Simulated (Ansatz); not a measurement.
# CH5BClN: the cost of one run

All numbers below are computed with Ansatz 0.2.0 (RKS PBE/STO-3G).

## Step 1: The starting structure

Bond lengths: B1–Cl2 1.860 Å, B1–C3 1.600 Å, C3–H4 1.110 Å, C3–H5 1.110 Å, C3–H6 1.110 Å, B1–N7 1.550 Å, N7–H8 1.060 Å, N7–H9 1.060 Å. Angles: Cl2–B1–C3 120.0°, Cl2–B1–N7 120.0°, C3–B1–N7 120.0°, B1–C3–H4 109.5°, B1–C3–H5 109.5°, B1–C3–H6 109.5°, H4–C3–H5 109.4°, H4–C3–H6 109.4°, H5–C3–H6 109.4°, B1–N7–H8 120.0°, B1–N7–H9 120.0°, H8–N7–H9 120.0°.

Structure file:

```xyz
9

B     0.0000    0.0000    0.0000
Cl    0.0000    0.0000    1.8600
C     1.3856    0.0000   -0.8000
H     1.7152   -1.0462   -0.9702
H     1.2491    0.5080   -1.7774
H     2.1552    0.5381   -0.2082
N    -1.3423    0.0000   -0.7750
H    -2.0112   -0.8164   -0.6764
H    -1.5914    0.8164   -1.4036
```

## Step 2: Relaxing the start

input.yaml

```yaml
crystal:
  periodic: [false, false, false]
  atoms:
    - { symbol: B, position_ang: [0.0, 0.0, 0.0] }
    - { symbol: Cl, position_ang: [0.0, 0.0, 1.86] }
    - { symbol: C, position_ang: [1.3856, 0.0, -0.8] }
    - { symbol: H, position_ang: [1.7152, -1.0462, -0.9702] }
    - { symbol: H, position_ang: [1.2491, 0.508, -1.7774] }
    - { symbol: H, position_ang: [2.1552, 0.5381, -0.2082] }
    - { symbol: "N", position_ang: [-1.3423, 0.0, -0.775] }
    - { symbol: H, position_ang: [-2.0112, -0.8164, -0.6764] }
    - { symbol: H, position_ang: [-1.5914, 0.8164, -1.4036] }
basis:
  gaussian: { orbitals: STO-3G }
hamiltonian:
  xc: pbe
relax:
  f_tol: 0.02
  max_steps: 40
```

Launch:

```sh
ansatz run input.yaml --threads 1 --pin off --max-ram 2048MiB --backend cpu --events-out ev --progress --plain --runs-dir out
```

**Question.** How long does this run take on 1 thread of Intel Xeon 6975P-C (Granite Rapids), shared host, and how much memory does it need?

About 13 s, with a peak of 0.15 GiB.
